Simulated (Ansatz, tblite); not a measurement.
**MoN(NH2)3 (MoN4H6): spin-state energies by level**

Is the singlet the ground state of MoN(NH2)3 (MoN4H6)? Other spin states are computed and compared level by level.

Computed with Ansatz 0.2.0, Gaussian basis. Level: as each input shows.

The runs, in order: triplet, at the geometry of the singlet (GFN1-xTB, GFN2-xTB, PBE0-D4/def2-TZVP, PBE-D4/def2-TZVP, r2SCAN-D4/def2-TZVP); the singlet's energies come from earlier runs.

4 further runs of the same task are left out: 1 for a known fault of the program, 3 set aside as unsound or not needed.

### Step 1. The relaxed structure

The geometry is that of the singlet, from an earlier relaxation (PBE-D4/def2-SVP).

11 atoms, charge 0, spin multiplicity 1.

Bond lengths: Mo1–N2 1.649 Å, Mo1–N3 1.959 Å, Mo1–N6 1.959 Å, Mo1–N9 1.959 Å, N3–H4 1.024 Å, N3–H5 1.026 Å, N6–H7 1.026 Å, N6–H8 1.024 Å, N9–H10 1.026 Å, N9–H11 1.024 Å. Angles: N2–Mo1–N3 104.7°, N2–Mo1–N6 104.7°, N2–Mo1–N9 104.7°, N3–Mo1–N6 113.8°, N3–Mo1–N9 113.8°, N6–Mo1–N9 113.8°, Mo1–N3–H4 125.3°, Mo1–N3–H5 124.8°, H4–N3–H5 109.9°, Mo1–N6–H7 124.8°, Mo1–N6–H8 125.3°, H7–N6–H8 109.9°, Mo1–N9–H10 124.8°, Mo1–N9–H11 125.3°, H10–N9–H11 109.9°.

Formally the metal is d0. Mo takes a core potential in the def2 sets. No spin-orbit coupling is included.

### Step 2. Triplet at the fixed geometry, GFN1-xTB

Tight binding, by tblite at 300 K electronic temperature and without a spin-polarisation term:

```python
tblite.interface.Calculator('GFN1-xTB', numbers, positions, charge=0, uhf=2).singlepoint()
```

Energy -489.2978 eV; 0.008 s.

### Step 3. Triplet at the fixed geometry, GFN2-xTB

Tight binding, by tblite at 300 K electronic temperature and without a spin-polarisation term:

```python
tblite.interface.Calculator('GFN2-xTB', numbers, positions, charge=0, uhf=2).singlepoint()
```

Energy -453.0098 eV; 0.01 s.

### Step 4. Triplet at the fixed geometry, PBE0-D4/def2-TZVP

in.yaml reads:

```yaml
crystal:
  periodic: [false, false, false]
  atoms:
    - {symbol: Mo, position_ang: [0.001393, 0.002794, 0.340370]}
    - {symbol: N, position_ang: [0.007202, 0.017850, 1.989140]}
    - {symbol: N, position_ang: [1.893564, -0.031334, -0.164069]}
    - {symbol: H, position_ang: [2.680176, -0.038490, 0.490732]}
    - {symbol: H, position_ang: [2.242356, -0.044267, -1.128607]}
    - {symbol: N, position_ang: [-0.921868, 1.653749, -0.167732]}
    - {symbol: H, position_ang: [-1.097150, 1.953498, -1.132906]}
    - {symbol: H, position_ang: [-1.300496, 2.344662, 0.485614]}
    - {symbol: N, position_ang: [-0.973331, -1.626898, -0.139185]}
    - {symbol: H, position_ang: [-1.158902, -1.937064, -1.099146]}
    - {symbol: H, position_ang: [-1.372943, -2.294500, 0.525788]}
basis:
  gaussian: {orbitals: def2-TZVP}
magnetization: {spin_polarized: true, initial_magnetization: 2}
hamiltonian: {xc: pbe0, dispersion: d4}
scf: {omitted_lower_state_checks: [starts]}
output: {orbitals: {seedname: orbitals}}
```

On the command line:

```
$ ansatz run in.yaml --threads 2 --pin off --events-out ev --progress --plain --max-ram 4352MiB
```

Log:

```text
Functional definition: PBE0
  name "PBE0"
  cite "Adamo & Barone, J. Chem. Phys. 110, 6158 (1999) doi:10.1063/1.478522"
  cite "Perdew, Burke & Ernzerhof, Phys. Rev. Lett. 77, 3865 (1996) doi:10.1103/PhysRevLett.77.3865"
  parent pbe
  parameter a = 0.25
  parameter kappa = 0.804
  parameter beta = 0.06672455060314922
  exchange = (1 - a)*pbe_x(kappa = kappa, mu = beta*pi^2/3) + a*exact_x
  correlation = pbe_c(beta = beta)
these checks for a lower state are left out or cut short: starts
1262 factors; their error is unknown
mean field evaluation 1: about -7888.3398 eV, gradient 7.2e1 eV
mean field evaluation 2: about -7803.6113 eV, gradient 1.4e2 eV
mean field evaluation 4: about -7907.2915 eV, gradient 7.2e0 eV
mean field evaluation 8: about -7907.5644 eV, gradient 5.1e-1 eV
mean field evaluation 16: about -7907.6446 eV, gradient 1.5e-1 eV
mean field evaluation 32: about -7907.6464 eV, gradient 1.8e-5 eV
mean field -7907.64637725 eV, -290.6006443688 hartree, gradient 9.1e-6 eV, S^2 2.024761; 0 other end points of the search recorded, 0 dependent functions left out
reference -7907.64643968 eV, -290.6006466630 hartree; 25, 23 occupied and 175, 177 virtual orbitals, 1262 factors
Total energy: -7907.87588934 eV, -290.6090787826 hartree
Checks for a lower state left out: starts
```

Wall time 16 s (2 threads of Intel Xeon 6975P-C, shared host); peak memory 0.85 GiB.

From the report: HOMO -2.77 eV, LUMO -4.79 eV (over both spins; with the spin held, an empty level of the minority spin lies below the top filled one); ⟨S²⟩ 2.025 (pure: 2.00).

### Step 5. Triplet at the fixed geometry, PBE-D4/def2-TZVP

start.molden holds the orbitals of an earlier run on this state, given as this run's starting guess.

Edit in.yaml of step 4 so:

```diff
@@ -15,5 +15,5 @@
 basis:
-  gaussian: {orbitals: def2-TZVP}
+  gaussian: {orbitals: def2-TZVP, initial_orbitals: start.molden}
 magnetization: {spin_polarized: true, initial_magnetization: 2}
-hamiltonian: {xc: pbe0, dispersion: d4}
+hamiltonian: {xc: pbe, dispersion: d4}
 scf: {omitted_lower_state_checks: [starts]}
```

Same command.

Log:

```text
Functional definition: PBE
  name "PBE"
  cite "Perdew, Burke & Ernzerhof, Phys. Rev. Lett. 77, 3865 (1996) doi:10.1103/PhysRevLett.77.3865"
  parent pbe
  parameter kappa = 0.804
  parameter beta = 0.06672455060314922
  exchange = pbe_x(kappa = kappa, mu = beta*pi^2/3)
  correlation = pbe_c(beta = beta)
these checks for a lower state are left out or cut short: starts
1192 factors; their error is unknown
mean field evaluation 1: about -7909.2937 eV, gradient 6.9e0 eV
mean field evaluation 2: about -7909.4592 eV, gradient 2.3e-1 eV
mean field evaluation 4: about -7909.4381 eV, gradient 8.3e-3 eV
mean field evaluation 8: about -7909.4381 eV, gradient 2.4e-5 eV
mean field evaluation 16: about -7909.4381 eV, gradient 2.6e-6 eV
mean field -7909.43808920 eV, -290.6664885685 hartree, gradient 2.6e-6 eV, S^2 2.007325; 0 other end points of the search recorded, 0 dependent functions left out
reference -7909.43817264 eV, -290.6664916348 hartree; 25, 23 occupied and 175, 177 virtual orbitals, 1192 factors
Total energy: -7909.70776498 eV, -290.6763989705 hartree
Checks for a lower state left out: starts
```

Wall time 10 s (2 threads of Intel Xeon 6975P-C, shared host).

HOMO -1.37 eV, LUMO -5.44 eV (over both spins; with the spin held, an empty level of the minority spin lies below the top filled one); ⟨S²⟩ 2.007 (pure: 2.00).

### Step 6. Triplet at the fixed geometry, r2SCAN-D4/def2-TZVP

Edit in.yaml of step 5 so:

```diff
@@ -17,3 +17,3 @@
 magnetization: {spin_polarized: true, initial_magnetization: 2}
-hamiltonian: {xc: pbe, dispersion: d4}
+hamiltonian: {xc: r2scan, dispersion: d4}
 scf: {omitted_lower_state_checks: [starts]}
```

The command is unchanged.

Log:

```text
Functional definition: r2SCAN
  name "r2SCAN"
  cite "Furness, Kaplan, Ning, Perdew & Sun, J. Phys. Chem. Lett. 11, 8208 (2020) doi:10.1021/acs.jpclett.0c02405"
  cite "Furness, Kaplan, Ning, Perdew & Sun, J. Phys. Chem. Lett. 11, 9248 (2020) doi:10.1021/acs.jpclett.0c03077"
  parent r2scan
  parameter k0 = 0.174
  parameter k1 = 0.065
  parameter a1 = 4.9479
  exchange = r2scan_x(k0 = k0, k1 = k1, a1 = a1)
  correlation = r2scan_c
these checks for a lower state are left out or cut short: starts
1192 factors; their error is unknown
mean field evaluation 1: about -7913.1303 eV, gradient 3.9e0 eV
mean field evaluation 2: about -7913.1887 eV, gradient 7.0e-2 eV
mean field evaluation 4: about -7913.1708 eV, gradient 1.2e-3 eV
mean field evaluation 8: about -7913.1708 eV, gradient 1.9e-5 eV
mean field evaluation 16: about -7913.1708 eV, gradient 7.7e-6 eV
mean field -7913.17082555 eV, -290.8036640990 hartree, gradient 7.7e-6 eV, S^2 2.018555; 0 other end points of the search recorded, 0 dependent functions left out
reference -7913.17086411 eV, -290.8036655160 hartree; 25, 23 occupied and 175, 177 virtual orbitals, 1192 factors
Total energy: -7913.23781309 eV, -290.8061258459 hartree
Checks for a lower state left out: starts
```

Run time: 17 s. Hardware: 2 threads of Intel Xeon 6975P-C, shared host; peak memory 0.59 GiB.

Report: HOMO -1.61 eV, LUMO -5.34 eV (over both spins; with the spin held, an empty level of the minority spin lies below the top filled one); ⟨S²⟩ 2.019 (pure: 2.00).

### Step 7. Triplet less singlet, vertical

The singlet's energies are those of its earlier runs, whose logs aren't repeated here.

| level | triplet less singlet, vertical (kJ/mol) | time |
| --- | --- | --- |
| GFN1-xTB | +344.9 | 0.014 s |
| GFN2-xTB | +306.0 | 0.014 s |
| PBE-D4/def2-TZVP | +385.4 | 12 s |
| r2SCAN-D4/def2-TZVP | +387.3 | 21 s |
| PBE0-D4/def2-TZVP | +387.7 | 19 s |

Times add the two runs; a level without a time comes out of a correlated run. Tight binding without a spin term can't rank spin states.

### Step 8. Results

| quantity | value |
| --- | --- |
| triplet less singlet, vertical, functionals in def2-TZVP | +385.4 (PBE-D4) to +387.7 kJ/mol (PBE0-D4) |

In words: All functionals put the triplet above the singlet, over a spread of 2.3 kJ/mol. The checks for a lower triplet were left out, so another state of that spin may lie lower. The singlet here is a closed shell; an open-shell singlet can lie lower. These are electronic energies, without zero-point motion, entropy or surroundings.
